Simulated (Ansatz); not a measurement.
**ClH2O3Ta: basis-set convergence**

One table from this session's results is given with a row withheld; the runs are named, their logs left out.

Program: Ansatz 0.2.0, Gaussian basis. Level of theory: one geometry, several basis sets. These are calculated values, not measurements.

Levels to be run: PBE0-D4/def2-SVP; ωB97M-V/def2-SVP; PBE0-D4/def2-QZVPP; ωB97M-V/def2-QZVPP; the functionals' def2-TZVPP values are taken from earlier runs.

### Structure used throughout

All runs share one geometry, relaxed beforehand with PBE0-D4 in a triple-zeta def2 set. Ta takes the def2 core potential; no spin-orbit term is included.

SMILES `[O]=[Ta]([OH])([OH])[Cl]`, 7 atoms, charge 0, spin multiplicity 1.

Atoms are counted from 1 here; the program's logs count them from 0.

Bond lengths: O1–Ta2 1.713 Å, Ta2–O3 1.898 Å, Ta2–O4 1.898 Å, Ta2–Cl5 2.313 Å, O3–H6 0.957 Å, O4–H7 0.957 Å. Angles: O1–Ta2–O3 106.5°, O1–Ta2–O4 106.5°, O1–Ta2–Cl5 110.3°, O3–Ta2–O4 112.9°, O3–Ta2–Cl5 110.2°, O4–Ta2–Cl5 110.2°, Ta2–O3–H6 133.3°, Ta2–O4–H7 133.3°.

The first run:

File in.yaml:

```yaml
crystal:
  periodic: [false, false, false]
  atoms:
    - {symbol: O, position_ang: [-1.098792, -1.848523, 0.156318]}
    - {symbol: Ta, position_ang: [-0.398705, -0.286119, 0.099407]}
    - {symbol: O, position_ang: [1.094449, -0.321377, 1.269784]}
    - {symbol: O, position_ang: [0.087620, 0.021428, -1.708760]}
    - {symbol: Cl, position_ang: [-1.924997, 1.304923, 0.798390]}
    - {symbol: H, position_ang: [1.768009, 0.320518, 1.494351]}
    - {symbol: H, position_ang: [0.533616, 0.741048, -2.155289]}
basis:
  gaussian: {orbitals: def2-SVP}
hamiltonian: {xc: pbe0, dispersion: d4}
output: {orbitals: {seedname: orbitals}}
```

Launch:

```
> ansatz run in.yaml --threads 4 --pin off --events-out ev --progress --plain --max-ram 10444MiB
```

Steps of the session up to this table: PBE0-D4 in def2-SVP; ωB97M-V in def2-SVP; PBE0-D4 in def2-QZVPP; ωB97M-V in def2-QZVPP.

One table of the session follows, with a row left open; its other results are not shown here.

| functional | basis | HOMO (eV) |
| --- | --- | --- |
| PBE0-D4 | def2-SVP | -9.02 |
| PBE0-D4 | def2-TZVPP | -9.07 |
| PBE0-D4 | def2-QZVPP | -9.10 |
| ωB97M-V | def2-SVP | ? |
| ωB97M-V | def2-TZVPP | -11.37 |
| ωB97M-V | def2-QZVPP | -11.41 |

**Question.** Estimate the row for ωB97M-V, def2-SVP.

As computed: HOMO (eV): -11.29. In the column «HOMO (eV)» it lies between ωB97M-V, def2-TZVPP (-11.37) and PBE0-D4, def2-QZVPP (-9.10).
